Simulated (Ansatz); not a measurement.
# Sr2Ir, space group Fm-3m: a test of the smearing width

Program: Ansatz 0.2.0 through its Python package.

`sr2ir.extxyz`
```text
3
Lattice="0.0 3.61222778 3.61222778 3.61222778 0.0 3.61222778 3.61222778 3.61222778 0.0" Properties=species:S:1:pos:R:3 pbc="T T T"
Sr    5.41834167    5.41834167    5.41834167
Sr    1.80611389    1.80611389    1.80611389
Ir    0.00000000    0.00000000    0.00000000
```

The cells in order, each with its output:

**Cell 1**
```python
import warnings

import ansatz as az
import matplotlib.pyplot as plt
```

**Cell 2**
```python
XC = 'LDA'
```

**Cell 3**
```python
warnings.simplefilter('ignore', az.DeckWarning)
```

**Cell 4**
```python
structure = az.Crystal.from_extxyz('sr2ir.extxyz')
```

**Cell 5**
```python
[site.symbol for site in structure.resolved().sites]
```
Output:
```text
['Sr', 'Sr', 'Ir']
```

**Cell 6**
```python
model = structure.calculation()
model = model.functional(XC).kpoints(7)
model = model.mixing('msr1')
model = model.eigensolver('davidson', full_accuracy=True)
```

**Cell 7**
```python
rows = []
for value in [0.25, 0.15, 0.1, 0.05, 0.025]:
    data = model.occupations('gaussian', width=value).run(threads=1, pin='off').report
    rows.append((value, data['free_energy_ev'] / len(data['lattice']['sites']), data['n_iterations'], data['n_kpoints']))
```

**Cell 8**
```python
print('  width (eV)   F/atom (eV)    iterations      k-points')
for row in rows:
    print(f'{str(row[0]):>12s}  {row[1]:12.5f}  {row[2]:12d}  {row[3]:12d}')
```
Output:
```text
  width (eV)   F/atom (eV)    iterations      k-points
        0.25   -6184.09246             7            20
        0.15   -6184.08374             7            20
         0.1   -6184.08078             7            20
        0.05   -6184.07859             7            20
       0.025   -6184.07763             7            20
```

**Cell 9**
```python
# the last row is the reference
for row in rows[:-1]:
    shift = 1000 * (row[1] - rows[-1][1])
    print(f'{row[0]}: {shift:+.2f} meV/atom' + ('  (within 1 meV)' if abs(shift) < 1 else ''))
plt.figure(figsize=(4.5, 3))
plt.plot([str(row[0]) for row in rows], [1000 * (row[1] - rows[-1][1]) for row in rows], 'o-')
plt.xlabel('width (eV)')
plt.ylabel('F - F(last) (meV/atom)')
plt.tight_layout()
plt.savefig('smear.png', dpi=100)
```
Output:
```text
0.25: -14.83 meV/atom
0.15: -6.11 meV/atom
0.1: -3.16 meV/atom
0.05: -0.97 meV/atom  (within 1 meV)
```

Going from 0.025 to 0.25 eV changes F by -14.8 meV an atom. The report's estimate for zero width moves by -2.4 meV, so the entropy term explains only part of the change.

What to keep in mind:
- The mesh is modest for a metal, so energies can be off by several to tens of meV an atom and pressures by half a GPa or more; differences at equal mesh fare better.
- The free energy holds a sizeable smearing term, which stands for no physical temperature.
- The narrowest width needs the finest mesh, so the last row is no converged reference.
- Spin-orbit coupling, which matters for elements this heavy, is left out.
- The structure comes from a database of computed cells and needn't be a stable or known phase.
- Finished in 21 s on 1 thread of Arm Neoverse V2, with other jobs on the host, peak memory 0.41 GiB.

(Lines on the test bed's own set-up are left out of the output.)
